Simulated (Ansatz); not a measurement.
What does this script print? It uses Ansatz 0.2.0 through its Python package.

`lattice.py`:
```python
"""How the lattice of YZn depends on the functional."""

import ansatz as az
import numpy as np

def edges_and_angles(cell):
    cell = np.asarray(cell)
    a, b, c = np.linalg.norm(cell, axis=1)
    cosines = cell[1] @ cell[2] / (b * c), cell[0] @ cell[2] / (a * c), cell[0] @ cell[1] / (a * b)
    return (a, b, c, *np.degrees(np.arccos(cosines)))

crystal = (
    az.Lattice.fcc(5.925974)
    .space_group(225)
    .atom("Y", (0.0, 0.0, 0.0))
    .atom("Zn", (0.5, 0.0, 0.0))
    .primitive()
)

setup = (
    crystal.calculation()
    .basis(420)
    .kpoints(mesh=(10, 10, 10))
    .occupations("gaussian")
    .relax(cell=True, force_tolerance=0.05)
)

levels = [("lda", "none"), ("blyp", "d3bj"), ("pbesol", "none")]
print("level            a       b       c    alpha   beta  gamma  V/atom  steps")
for name, dispersion in levels:
    seen = []
    run = setup.functional(name, dispersion=dispersion).session().plan()
    done = run.execute(on_event=lambda e: seen.append(e) if e["event"] == "relax_step" else None)
    cell = done.lattice.cell_ang
    label = name if dispersion == "none" else f"{name}+{dispersion}"
    print("{:13s} {:7.4f} {:7.4f} {:7.4f} {:6.2f} {:6.2f} {:6.2f}".format(label, *edges_and_angles(cell)), f"{abs(np.linalg.det(cell)) / len(done.lattice.sites):7.3f} {len(seen):5d}")
```

```console
$ python lattice.py
level            a       b       c    alpha   beta  gamma  V/atom  steps
lda            4.0718  4.0718  4.0718  60.00  60.00  60.00  23.868     5
blyp+d3bj      4.1112  4.1112  4.1112  60.00  60.00  60.00  24.568     5
pbesol         4.1215  4.1215  4.1215  60.00  60.00  60.00  24.753     5
```

From smallest to largest: LDA (23.87 Å³ an atom, -8.2 % against the start), BLYP+D3BJ (24.57 Å³ an atom, -5.6 % against the start) and PBEsol (24.75 Å³ an atom, -4.8 % against the start). The spread is 3.7 % in volume.

Caveats:
- Spin is left out of this run.
- Forces vanish by symmetry, so the ions can't move, and the end may be a saddle.
- BLYP and dispersion corrections can be off by several per cent in the lattices of metals, and by several GPa in the pressure at a fixed cell.
- Edges and angles are those of the cell as typed, here a primitive one, not of the conventional cell.
- This cell is a computed structure, which may not be the phase found in nature.
- It ran for 29 s on 1 thread of Arm Neoverse V2 (shared host), peak memory 0.46 GiB.
